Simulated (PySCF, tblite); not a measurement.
# C3H10BO2PSi+ (doublet): geometry, infrared bands and EPR parameters

What infrared bands and EPR parameters should C3H10BO2PSi+ (doublet) (`B[PH+][SiH]1OCCCO1`) show?

Programs: tblite 0.8.0 and PySCF 2.14.0, with density-fitted response routines of our own. Each step states its level of theory. These are calculated values for one molecule in the gas phase, unless marked as measured. Atoms count from 0, in the outputs and in this text.

**1. The molecule as given**

18 atoms, charge 1, multiplicity 2; geometry from: force field or distance geometry start.

Bonds of the start (Å): B0–P1 1.93, P1–Si2 2.16, Si2–O3 1.72, O3–C4 1.40, C4–C5 1.53, C5–C6 1.52, C6–O7 1.41, O7–Si2 1.74, B0–H8 1.19, B0–H9 1.17, P1–H10 1.46, Si2–H11 1.48, C4–H12 1.12, C4–H13 1.10, C5–H14 1.11, C5–H15 1.11, C6–H16 1.11, C6–H17 1.09.

**2. Optimising the geometry with GFN2-xTB**

What the job is given:

```
{"job": {"kind": "relax", "xc": "GFN2-xTB", "basis": "xTB"}, "charge": 1, "multiplicity": 2}
B      3.543700     1.212400    -0.264700
P      2.577200    -0.207000     0.615100
Si     0.602200    -0.354600    -0.252000
O     -0.446800    -1.464400     0.537000
C     -1.669500    -1.398700    -0.135200
C     -2.260700     0.008600    -0.080500
C     -1.390900     1.010700    -0.817600
O     -0.195900     1.178700    -0.079700
H      2.904200     1.927000    -0.973300
H      4.676700     1.121200    -0.534900
H      3.379800    -1.417100     0.446900
H      0.594700    -0.780000    -1.671400
H     -1.404600    -1.544100    -1.209100
H     -2.391400    -2.153100     0.203600
H     -2.389400     0.305300     0.982800
H     -3.236400    -0.004400    -0.607300
H     -1.055300     0.571200    -1.784200
H     -1.846500     1.994600    -0.916600
```

The run is started by

```console
$ OMP_NUM_THREADS=1 python probes_run.py task.json out
```

This one command runs all jobs of the session in turn.

**Question.** This job is followed by: GFN2-xTB harmonic vibrations, gas phase; UKS B3LYP, pcH-1 on B C H O P Si, non-relativistic, mean-field spin-orbit, GIAO. Predict these results of the whole session: strongest single infrared mode (GFN2-xTB); zero-point energy (GFN2-xTB); g(iso) (B3LYP); ⟨S²⟩; largest a(iso) (averaged by class).

As calculated:

| quantity | value |
| --- | --- |
| strongest single infrared mode (GFN2-xTB) | 1120 cm⁻¹, 301 km/mol |
| zero-point energy (GFN2-xTB) | 81.2 kcal/mol |
| g(iso) (B3LYP) | 2.00771 |
| ⟨S²⟩ | 0.754 (exact 0.75) |
| largest a(iso) (averaged by class) | 31P on P1, 296.6 MHz |

What this shows: Over 116 steps the energy fell by 1.709 eV; of the close pairs, P1–Si2 changed most, 2.162 to 2.305 Å. The lowest mode is slightly imaginary (17i cm⁻¹), a soft motion within the noise of the Hessian, so the minimum is not strictly shown. The strongest single mode, at 1120 cm⁻¹, is spread over several atoms, O7, O3, C6, C4 among them. Unscaled tight-binding wavenumbers are off by several per cent, some by more. Its intensities can rank the bands wrongly. Most of the unpaired spin sits on P1 (0.90 e). The isotropic g lies 5.4 ppt above the free-electron value. These values are for one conformer; the search (at its own cheap level) found 2 more, at 0.49, 0.87 kcal/mol, and measured spectra average over such forms.
